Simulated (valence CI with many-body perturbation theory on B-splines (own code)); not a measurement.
# Levels and ionisation energy of Re⁷⁰⁺

Aim: the low levels of Re⁷⁰⁺, its ionisation energy, and how pure its levels are, set against NIST.

The numbers are computed with an in-house CI+MBPT code version 3 (configuration interaction of the valence electrons, many-body perturbation theory for a frozen closed Dirac-Fock core, no-pair Dirac Hamiltonian, B-spline basis), except any that are marked as measured or tabulated.

## (1) The system

- element: rhenium (Z = 75, A = 187)
- charge: +70
- frozen core: [He]
- start configuration of the valence electrons: 2s2 2p1
- nuclear rms radius: 5.3698 fm

## (2) The run

Settings, as recorded:

```ini
atom Re  Z=75  mass_number=187  rms_radius_fm=5.3698
core [He]
valence 2s2 2p1
avg = 1
basis = L
breit = 1
cap = 40000
capref = 1200
cscale = 1
de = 0.0
dress = 0
eps = 2e-08
h = 0.27
hh = 1
l2 = 3
lcore = 6
maxit = 60
n2 = 5
natural = 1
nlev = 60
nno = [7, 7, 6, 5, 4, 2, 1]
nroot = 26
nsp = [4, 4, 3, 2, 1, 0, 0]
pt2 = 1
qed = 1
rpa = 1
s1 = 1
s2 = 1
s3 = 1
screen = 1
tol = 2e-05
```

On the command line:

```sh
$ python run_cv.py task.json out
```

task.json holds these settings.

What does the calculation give? Wanted: for each run, computed; tabulated.

As calculated:

| quantity | computed | tabulated |
| --- | --- | --- |
| lowest level | 2s2 2p ²P° 1/2 | 2p ²P°1/2 |
| first excitation | 2s 2p2 ⁴P 1/2, 277.71 eV | - |
| ionisation energy, to 2s2 ¹S J = 0 | 19416 eV | 19420 ± 60 eV (tabulated theoretical) |
| dipole polarisability of the lowest level | 0.0001420 bohr³ | - |
| hyperfine A/(μ/I) of the lowest level | 8173920 MHz | - |
| no level missing from the run's list below | 14769.0 eV | - |

What this shows: The ionisation energy is 3.5 eV (0.02 %) below the NIST entry, whose uncertainty is 60 eV. Of the added terms Breit moves the ionisation energy most, by -35 eV. The lowest level is 100 % 2s2 2p. Cautions: by estimate large intervals hold to a few tenths of a per cent, small ones and the rates on them less well.
